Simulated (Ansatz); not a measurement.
# GaP: the cost of one run

Computed with Ansatz 0.2.0 (DFT LDA, scalar-relativistic, plane waves, PAW, unless a step's input says otherwise).

2 further runs of the same task are left out: 2 that didn't finish. Runs told in other sessions of the task aren't counted.

### 1 The starting structure

It takes space group F-43m (No. 216, cubic). Conventional cell: a = 5.451 Å, b = 5.451 Å, c = 5.451 Å, α = 90.00°, β = 90.00°, γ = 90.00°. Ga (site symmetry -43m) has 4 P at 2.36 Å in its first shell of neighbours. P (site symmetry -43m) has 4 Ga at 2.36 Å in its first shell of neighbours.

Coordinates:

```
CELL_PARAMETERS angstrom
0.00000 -2.72525 -2.72525
0.00000 2.72525 -2.72525
5.45050 0.00000 0.00000
ATOMIC_POSITIONS crystal
Ga 0.50000 0.50000 0.50000
Ga 0.00000 0.00000 0.00000
P 0.00000 0.50000 0.25000
P 0.50000 0.00000 0.75000
```

No relaxation comes first: the listed cell is the starting point.

### 2 Zero of the scan

The input, input.yaml:

```yaml
crystal:
  lattice:
    - [0.0, -2.72525, -2.72525]
    - [0.0, 2.72525, -2.72525]
    - [5.4505, 0.0, 0.0]
  atoms:
    - { symbol: Ga, position: [0.5, 0.5, 0.5] }
    - { symbol: Ga, position: [0.0, 0.0, 0.0] }
    - { symbol: P, position: [0.0, 0.5, 0.25] }
    - { symbol: P, position: [0.5, 0.0, 0.75] }
basis:
  ecutwfc: 420
kpoints:
  mp_grid: { grid: [8, 8, 6] }
hamiltonian:
  xc: lda
scf:
  occupations: { method: gaussian, width: 0.05 }
output:
  forces: true
  stress: true
  eigenvalues: true
  write_density: true
  write_potential: true
  elf: true
  volumetric_format: npy
```

Run with:

```
$ ansatz run input.yaml --threads 2 --pin off --max-ram 5120MiB --backend cpu --events-out ev --progress --plain --runs-dir out
```

What time and memory should one allow on 2 threads of Intel Xeon 6975P-C (Granite Rapids), shared host?

About 3 s, with a peak of 0.41 GiB.
